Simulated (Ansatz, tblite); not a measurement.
# GeH3(NHMe) (CH₇GeN): rung by rung

Aim: run the singlet of GeH3(NHMe) (CH₇GeN) at one geometry on many levels, and compare frontier levels, spin and run time.

The runs use Ansatz 0.2.0, Gaussian basis; as each input shows.

Levels to be run: GFN1-xTB, GFN2-xTB, PBE-D4/def2-TZVP, r2SCAN-D4/def2-TZVP, r2SCAN0-D4/def2-TZVP, BLYP-D4/def2-TZVP, ωB97X-V/def2-TZVP, LDA/def2-TZVP, B3LYP-D4/def2-TZVP, HF/def2-TZVP, B2PLYP/def2-TZVP, LC-ωPBE(0.10)/def2-TZVP, LC-ωPBE(0.15)/def2-TZVP, LC-ωPBE(0.20)/def2-TZVP, LC-ωPBE(0.30)/def2-TZVP, PBE-D4/def2-SVP, PBE0-D4/def2-SVP, HF/STO-3G, HF/6-31G, B3LYP-D4/6-31G, PBE0-D4/def2-TZVPD, PBE-D4/def2-TZVPD, r2SCAN-D4/def2-TZVPD, CCSD(T)/def2-TZVPP, MP2/def2-TZVP, RPA/def2-TZVP.

## Step 1: The relaxed structure

The geometry is that of the singlet, from an earlier relaxation (PBE0-D4/def2-SVP).

10 atoms, charge 0, spin multiplicity 1.

Bond lengths: Ge1–H2 1.538 Å, Ge1–H3 1.540 Å, Ge1–H4 1.552 Å, Ge1–N5 1.834 Å, N5–C6 1.444 Å, N5–H7 1.015 Å, C6–H8 1.110 Å, C6–H9 1.103 Å, C6–H10 1.103 Å. Angles: H2–Ge1–H3 111.5°, H2–Ge1–H4 109.2°, H2–Ge1–N5 106.6°, H3–Ge1–H4 108.2°, H3–Ge1–N5 107.3°, H4–Ge1–N5 114.0°, Ge1–N5–C6 120.3°, Ge1–N5–H7 113.7°, C6–N5–H7 112.5°, N5–C6–H8 115.2°, N5–C6–H9 109.9°, N5–C6–H10 110.7°, H8–C6–H9 106.9°, H8–C6–H10 107.3°, H9–C6–H10 106.4°.

As a file:

| atom | x (Å) | y (Å) | z (Å) |
| --- | --- | --- | --- |
| Ge1 | 0.5199 | 1.0143 | 0.8896 |
| H2 | 0.7511 | 0.9218 | 2.4075 |
| H3 | 1.8310 | 1.3028 | 0.1351 |
| H4 | -0.4751 | 2.1681 | 0.5935 |
| N5 | -0.0700 | -0.6354 | 0.3466 |
| C6 | -0.4009 | -0.8705 | -1.0392 |
| H7 | -0.7376 | -1.0592 | 0.9834 |
| H8 | -1.3288 | -0.3754 | -1.3943 |
| H9 | 0.4189 | -0.5159 | -1.6862 |
| H10 | -0.5084 | -1.9505 | -1.2361 |

PBE0-D4/def2-TZVP was run before; its log isn't repeated, and its numbers join the tables.

## Step 2: GFN1-xTB

Tight binding, by tblite at 300 K electronic temperature and without a spin-polarisation term:

```python
tblite.interface.Calculator('GFN1-xTB', numbers, positions, charge=0, uhf=0).singlepoint()
```

Energy -292.0846 eV, HOMO -10.92 eV, LUMO -6.16 eV; 0.005 s.

## Step 3: GFN2-xTB

Tight binding, by tblite at 300 K electronic temperature and without a spin-polarisation term:

```python
tblite.interface.Calculator('GFN2-xTB', numbers, positions, charge=0, uhf=0).singlepoint()
```

Energy -286.8074 eV, HOMO -10.01 eV, LUMO -3.31 eV; 0.003 s.

## Step 4: PBE-D4/def2-TZVP

start.molden holds the orbitals of an earlier run on this state, given as this run's starting guess.

in.yaml reads:

```yaml
crystal:
  periodic: [false, false, false]
  atoms:
    - {symbol: Ge, position_ang: [0.519895, 1.014313, 0.889564]}
    - {symbol: H, position_ang: [0.751057, 0.921802, 2.407531]}
    - {symbol: H, position_ang: [1.831014, 1.302805, 0.135057]}
    - {symbol: H, position_ang: [-0.475098, 2.168058, 0.593506]}
    - {symbol: N, position_ang: [-0.069988, -0.635410, 0.346639]}
    - {symbol: C, position_ang: [-0.400923, -0.870459, -1.039165]}
    - {symbol: H, position_ang: [-0.737572, -1.059236, 0.983435]}
    - {symbol: H, position_ang: [-1.328832, -0.375386, -1.394287]}
    - {symbol: H, position_ang: [0.418891, -0.515932, -1.686197]}
    - {symbol: H, position_ang: [-0.508444, -1.950534, -1.236084]}
basis:
  gaussian: {orbitals: def2-TZVP, initial_orbitals: start.molden}
hamiltonian: {xc: pbe, dispersion: d4}
scf: {omitted_lower_state_checks: [starts]}
output: {orbitals: {seedname: orbitals}}
```

The run is started by

```
> ansatz run in.yaml --threads 4 --pin off --events-out ev --progress --plain --max-ram 3916MiB
```

Further steps of the session: r2SCAN-D4/def2-TZVP; r2SCAN0-D4/def2-TZVP; BLYP-D4/def2-TZVP; ωB97X-V/def2-TZVP; LDA/def2-TZVP; B3LYP-D4/def2-TZVP; HF/def2-TZVP; B2PLYP/def2-TZVP; LC-ωPBE(0.10)/def2-TZVP; LC-ωPBE(0.15)/def2-TZVP; LC-ωPBE(0.20)/def2-TZVP; LC-ωPBE(0.30)/def2-TZVP; PBE-D4/def2-SVP; PBE0-D4/def2-SVP; HF/STO-3G; HF/6-31G; B3LYP-D4/6-31G; PBE0-D4/def2-TZVPD; PBE-D4/def2-TZVPD; r2SCAN-D4/def2-TZVPD; CCSD(T)/def2-TZVPP; MP2/def2-TZVP; RPA/def2-TZVP.

**Question.** What will the summary of the whole plan be? Wanted: gap in def2-TZVP, named functionals and Hartree-Fock, smallest and largest; gap over the ω; correlation energy, CCSD(T)/def2-TZVPP; correlation energy, MP2/def2-TZVP; binding an atom, CCSD(T)/def2-TZVPP; PBE0 total energy, smallest basis above largest.

As calculated:

| quantity | value |
| --- | --- |
| gap in def2-TZVP, named functionals and Hartree-Fock, smallest and largest | 4.81 eV (LDA), 13.39 eV (HF) |
| gap over the ω (1/bohr) | 7.82 eV at 0.1, 11.19 eV at 0.3 |
| correlation energy, CCSD(T)/def2-TZVPP | -19.53 eV |
| correlation energy, MP2/def2-TZVP | -17.39 eV |
| binding an atom, CCSD(T)/def2-TZVPP | 3.246 eV |
| PBE0 total energy, smallest basis above largest | 10.10 eV (def2-SVP, def2-TZVPD) |

In words: Over the named functionals and Hartree-Fock in def2-TZVP the gap runs from 4.81 eV (LDA) to 13.39 eV (HF); exact exchange widens it. Raising the ω (1/bohr) from 0.1 to 0.3 moves the HOMO by -2.03 eV and the LUMO by +1.35 eV. A small miss in a minimal or small basis is a cancelling of errors, not accuracy. The functionals in def2-TZVP miss CCSD(T)/def2-TZVPP by +0.011 (r2SCAN0-D4) to +0.502 eV (LDA) an atom. The reference is CCSD(T) in one finite basis, so it carries an error of its own, often a tenth of an eV or more, and near misses can't be ranked.
